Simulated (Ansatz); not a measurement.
# C2H3BClF: a ladder of functionals and wavefunction methods

The task here is to estimate one member of a computed series from the others.

Method: functionals in def2-TZVPP, the program's frozen cores in correlated methods; program: Ansatz 0.2.0, Gaussian basis.

The runs, in order: LDA (SPW92), PBE-D4, revPBE-D4, BLYP-D4, r2SCAN-D4, B97M-V, PBE0-D4, B3LYP-D4, r2SCANh-D4, r2SCAN0-D4, HSE06-D4, BHLYP-D4, CAM-B3LYP-D4, LC-ωPBE, ωB97X-V, ωB97M-V, B2PLYP, PBE-QIDH; CCSD(T)/def2-SVP; CCSD(T)/def2-TZVPP; MP2/def2-QZVPP; extrapolation to the limit; RPA on PBE.

### The relaxed structure

All runs share one geometry, relaxed beforehand with PBE0-D4 in a triple-zeta def2 set.

8 atoms, charge 0, spin multiplicity 1.

Atoms are counted from 1 here; the program's logs count them from 0.

Bond lengths: F1–B2 1.304 Å, B2–C3 1.512 Å, B2–C4 1.519 Å, C3–C4 1.571 Å, C3–H6 1.086 Å, C3–H7 1.089 Å, C4–Cl5 1.760 Å, C4–H8 1.084 Å. Angles: F1–B2–C3 148.6°, F1–B2–C4 147.8°, C3–B2–C4 62.4°, B2–C3–C4 59.0°, B2–C3–H6 124.6°, B2–C3–H7 118.0°, C4–C3–H6 114.2°, C4–C3–H7 117.2°, H6–C3–H7 112.8°, B2–C4–C3 58.6°, B2–C4–Cl5 120.2°, B2–C4–H8 123.3°, C3–C4–Cl5 118.6°, C3–C4–H8 114.4°, Cl5–C4–H8 111.4°.

The first run:

in.yaml

```yaml
crystal:
  periodic: [false, false, false]
  atoms:
    - {symbol: F, position_ang: [-1.781113, -0.699583, 1.290432]}
    - {symbol: B, position_ang: [-0.726152, -0.420052, 0.576950]}
    - {symbol: C, position_ang: [0.706106, 0.062801, 0.524634]}
    - {symbol: C, position_ang: [-0.152087, -0.070047, -0.784642]}
    - {symbol: Cl, position_ang: [-0.663505, 1.397553, -1.609829]}
    - {symbol: H, position_ang: [1.576204, -0.585856, 0.553616]}
    - {symbol: H, position_ang: [0.919346, 1.069753, 0.878982]}
    - {symbol: H, position_ang: [0.213402, -0.811668, -1.485843]}
basis:
  gaussian: {orbitals: def2-TZVPP}
hamiltonian: {xc: lda}
output: {orbitals: {seedname: orbitals}}
```

Started as:

```console
ansatz run in.yaml --threads 2 --pin off --events-out ev --progress --plain --max-ram 4352MiB
```

Among the steps run: LDA; PBE-D4 (GGA); revPBE-D4 (GGA); BLYP-D4 (GGA); r2SCAN-D4 (meta-GGA); B97M-V (meta-GGA); B3LYP-D4 (hybrid); r2SCANh-D4 (hybrid); r2SCAN0-D4 (hybrid); HSE06-D4 (hybrid); BHLYP-D4 (hybrid); CAM-B3LYP-D4 (range-separated); LC-ωPBE (range-separated); ωB97X-V (range-separated); ωB97M-V (range-separated); B2PLYP (double hybrid); PBE-QIDH (double hybrid).

One of the session's tables, all rows but one given; the rest of the session is left out.

```
  functional  HOMO (eV)  gap (eV)
 LDA (SPW92)      -6.24      3.60
      PBE-D4      -6.09      3.74
   revPBE-D4      -6.04      3.79
     BLYP-D4      -5.99      3.79
   r2SCAN-D4      -6.35      4.32
      B97M-V      -6.43      4.44
     PBE0-D4      -7.45      6.11
    B3LYP-D4      -7.24      5.68
  r2SCANh-D4      -6.86      5.18
  r2SCAN0-D4      -7.61      6.47
    HSE06-D4      -7.05      5.32
    BHLYP-D4          ?         ?
CAM-B3LYP-D4      -8.86      8.69
     LC-ωPBE     -10.21     11.29
     ωB97X-V      -9.84     10.82
     ωB97M-V      -9.70     10.49
```

Estimate the missing values for BHLYP-D4.

Worked estimate for «HOMO (eV)». Against the share of exact exchange, BLYP-D4 (0, -5.99), B3LYP-D4 (0.2, -7.24) give a slope of -6.25 per unit share; at 0.5 the line stands at -9.11.

The run gave: HOMO (eV): -8.72; gap (eV): 8.51. In «HOMO (eV)» the line misses by -0.39.
